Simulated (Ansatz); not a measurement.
# ClFGeH4: the cost of one run

All numbers below are computed with Ansatz 0.2.0 (RHF/def2-SVP).

## Step 1: The starting structure

Bond lengths: Ge1–Cl2 2.570 Å, Ge1–H3 1.550 Å, Ge1–F4 1.679 Å, Ge1–H5 1.549 Å. Angles: Cl2–Ge1–H3 109.5°, Cl2–Ge1–F4 109.5°, Cl2–Ge1–H5 109.5°, H3–Ge1–F4 109.5°, H3–Ge1–H5 109.5°, F4–Ge1–H5 109.5°.

As a file:

```xyz
7

Ge    0.0000    0.0000    0.0000
Cl    0.0000    0.0000    2.5700
H     1.4616    0.0000   -0.5162
F    -0.7913    1.3709   -0.5594
H    -0.7300   -1.2648   -0.5162
H    -1.7556    0.0056    0.5833
H    -1.4971    0.0048    1.5533
```

## Step 2: A restrained relaxation towards end A

Springs on the bonds that form and break draw the guess towards this end; the thresholds are loose.

The input, input.yaml:

```yaml
crystal:
  periodic: [false, false, false]
  atoms:
    - { symbol: Ge, position_ang: [0.0, 0.0, 0.0] }
    - { symbol: Cl, position_ang: [0.0, 0.0, 2.57] }
    - { symbol: H, position_ang: [1.4616, 0.0, -0.5162] }
    - { symbol: F, position_ang: [-0.7913, 1.3709, -0.5594] }
    - { symbol: H, position_ang: [-0.73, -1.2648, -0.5162] }
    - { symbol: H, position_ang: [-1.7556, 0.0056, 0.5833] }
    - { symbol: H, position_ang: [-1.4971, 0.0048, 1.5533] }
basis:
  gaussian: { orbitals: def2-SVP }
hamiltonian:
  xc: hf
relax:
  f_tol: 0.15
  max_steps: 25
  restrain:
    - { distance: [0, 5], at: 2.75, k: 30.0 }
    - { distance: [6, 1], at: 2.57, k: 30.0 }
    - { distance: [0, 1], at: 2.22, k: 30.0 }
    - { distance: [6, 5], at: 0.66, k: 30.0 }
```

The run is started by

```sh
ansatz run input.yaml --threads 1 --pin off --max-ram 2048MiB --backend cpu --events-out ev --progress --plain --runs-dir out
```

What time and memory should one allow on 1 thread of Intel Xeon 6975P-C (Granite Rapids), shared host?

About 13 s, with a peak of 0.17 GiB.
